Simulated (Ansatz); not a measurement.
C2H7N3Si, SMILES C[SiH](N)NC#N, a single point from an input written key by key

Computed with Ansatz's Python interface.

`deck.py`:
```python
# -*- coding: utf-8 -*-
"""C2H7N3Si through the session interface."""

import ansatz as az
import numpy as np

DECK = """
crystal:
  periodic: [false, false, false]
  atoms:
    - { symbol: C, position_ang: [-0.6253, -0.5962, 1.3772] }
    - { symbol: Si, position_ang: [0.4786, -0.0066, 0.057] }
    - { symbol: "N", position_ang: [1.0439, -1.2882, -0.8746] }
    - { symbol: "N", position_ang: [-0.1878, 0.8678, -1.2455] }
    - { symbol: C, position_ang: [-0.7226, 2.0355, -0.8628] }
    - { symbol: "N", position_ang: [-1.1243, 3.0913, -0.5103] }
    - { symbol: H, position_ang: [-0.1493, -1.1953, 2.0994] }
    - { symbol: H, position_ang: [-1.4777, -1.098, 0.9453] }
    - { symbol: H, position_ang: [-1.0858, 0.3156, 1.958] }
    - { symbol: H, position_ang: [1.6468, 0.7471, 0.5815] }
    - { symbol: H, position_ang: [1.5836, -1.9301, -0.2427] }
    - { symbol: H, position_ang: [0.3115, -1.8135, -1.2138] }
    - { symbol: H, position_ang: [0.3288, 0.8358, -2.054] }
basis:
  gaussian: { orbitals: def2-SVP }
hamiltonian:
  xc: pbe
output:
  forces: true
"""

session = az.Session.from_yaml(DECK)
summary = session.plan(threads=1).execute().report

for key in ("converged", "free_energy_ev", "reference_energy_ev", "n_frozen", "n_occupied", "n_virtual"):
    print(f"{key:22s} {summary[key]}")
symbols = ["C", "Si", "N", "N", "C", "N", "H", "H", "H", "H", "H", "H", "H"]
field = summary["mean_field"]
print("<S^2> =", round(abs(field["state"]["spin_squared"]), 4), " all-electron relativity setting:", field["relativity"])
print("passes:", field["passes"])
if "symmetry" in field:
    print("occupied orbitals by irrep:", field["symmetry"]["occupied"])

print("forces (eV/A)")
for symbol, f in zip(symbols, summary["forces_ev_ang"]):
    print(f"  {symbol:2s} {f[0]:9.4f} {f[1]:9.4f} {f[2]:9.4f}")
charges = summary["charge_distribution"]
dipole = np.array(charges["dipole_moment_e_ang"]) * 4.803205
print("dipole (D): {:.3f} {:.3f} {:.3f}, length {:.3f}".format(*dipole, np.linalg.norm(dipole)))
print("atom  Mulliken   Lowdin")
for symbol, m, l in zip(symbols, charges["mulliken_charges_e"], charges["lowdin_charges_e"]):
    print(f"{symbol:4s} {m:9.3f} {l:8.3f}")
```

```console
$ python deck.py
converged              True
free_energy_ev         -14516.065851941752
reference_energy_ev    -14516.065851941752
n_frozen               0
n_occupied             [27, 27]
n_virtual              [96, 96]
<S^2> = 0.0  all-electron relativity setting: none
passes: {'evaluations': 19, 'products': 12}
occupied orbitals by irrep: [{'A': 27}, {'A': 27}]
forces (eV/A)
  C    -2.0898    3.5026    0.5275
  Si    1.3544   -0.1587    1.3546
  N     3.9650   -0.8395    1.0826
  N    -3.2679    1.4685    2.3523
  C    -0.1391    1.2778   -0.5777
  N    -0.0396   -0.6050   -0.0438
  H     1.0443   -1.2487    1.2845
  H    -0.7659   -0.6844   -0.3373
  H     0.6307   -1.2632   -0.6870
  H     0.2246    0.1475    0.3187
  H    -0.1512    0.2929   -0.8179
  H    -2.4638   -1.9291   -1.4108
  H     1.6982    0.0392   -3.0456
dipole (D): 1.139 -4.780 0.173, length 4.917
atom  Mulliken   Lowdin
C       -0.260   -0.117
Si       0.431    0.123
N       -0.266    0.094
N       -0.231    0.162
C       -0.199   -0.316
N        0.047    0.059
H        0.059    0.009
H        0.062    0.018
H        0.084    0.056
H       -0.075   -0.081
H        0.114    0.030
H        0.088   -0.038
H        0.145    0.002
```

Caveats:
- Total energies depend on the basis set; only differences at equal settings carry meaning.
- The geometry is a force-field or estimated start, not a minimum of this method, and the basis set is short of its limit.
- The Löwdin charges here are taken after orthogonalising the functions within each atom; they differ from plain Löwdin charges, and their signs can be unphysical.
- Finished in 5.5 s on 1 thread of Intel(R) Xeon(R) Platinum 8259CL CPU @ 2.50GHz (Skylake/Cascade Lake), on a shared host, peak memory 0.22 GiB.

(A comment or docstring line of the script was reworded after the run, the code is as it ran; lines on the test bed's own set-up are left out of the output.)
